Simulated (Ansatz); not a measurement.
# Hf (Hafnium): the cost of one run

Program: Ansatz 0.2.0. Level of theory: DFT PBEsol, scalar-relativistic, plane waves, PAW. These are calculated values, not measurements.

1 further run of the same task is left out (set aside as unsound or not needed).

### 1 The system as given

It takes space group P6_3/mmc (No. 194, hexagonal). Conventional cell: a = 3.160 Å, b = 3.160 Å, c = 4.996 Å, α = 90.00°, β = 90.00°, γ = 120.00°. Hf (site symmetry -6m2) is surrounded by 12 Hf at 3.09 to 3.16 Å.

Structure file:

```cif
data_structure
_symmetry_space_group_name_H-M 'P6_3/mmc'
_symmetry_Int_Tables_number 194
_cell_length_a 3.1603
_cell_length_b 3.1603
_cell_length_c 4.9962
_cell_angle_alpha 90.000
_cell_angle_beta 90.000
_cell_angle_gamma 120.000
_cell_volume 43.21
loop_
_atom_site_label
_atom_site_type_symbol
_atom_site_symmetry_multiplicity
_atom_site_Wyckoff_symbol
_atom_site_fract_x
_atom_site_fract_y
_atom_site_fract_z
_atom_site_occupancy
Hf1 Hf 2 c 0.33333 0.66667 0.25000 1
```

It is the result of an earlier relaxation at this level (volume 21.61 Å³/atom; gap on the mesh: none (metal)).

### 2 Bulk reference on the slab's mesh

input.yaml

```yaml
crystal:
  lattice:
    - [3.1602689573, 0.0, 0.0]
    - [-1.5801344786, 2.7368731998, 0.0]
    - [0.0, 0.0, 4.9962244042]
  atoms:
    - { symbol: Hf, position: [0.3333333333, 0.6666666667, 0.25] }
    - { symbol: Hf, position: [0.6666666667, 0.3333333333, 0.75] }
basis:
  ecutwfc: 420
kpoints:
  mp_grid: { grid: [12, 12, 7] }
hamiltonian:
  xc: pbesol
scf:
  occupations: { method: gaussian, width: 0.1 }
output:
  forces: true
  stress: true
  eigenvalues: true
  write_density: true
  write_potential: true
  elf: true
  volumetric_format: npy
```

Command:

```sh
> ansatz run input.yaml --threads 1 --pin off --max-ram 2560MiB --backend cpu --events-out ev --progress --plain --runs-dir out
```

What time and memory should one allow on 1 thread of Intel Xeon Platinum 8375C at 2.90GHz (Ice Lake), shared host?

About 4.6 s, with a peak of 0.4 GiB.
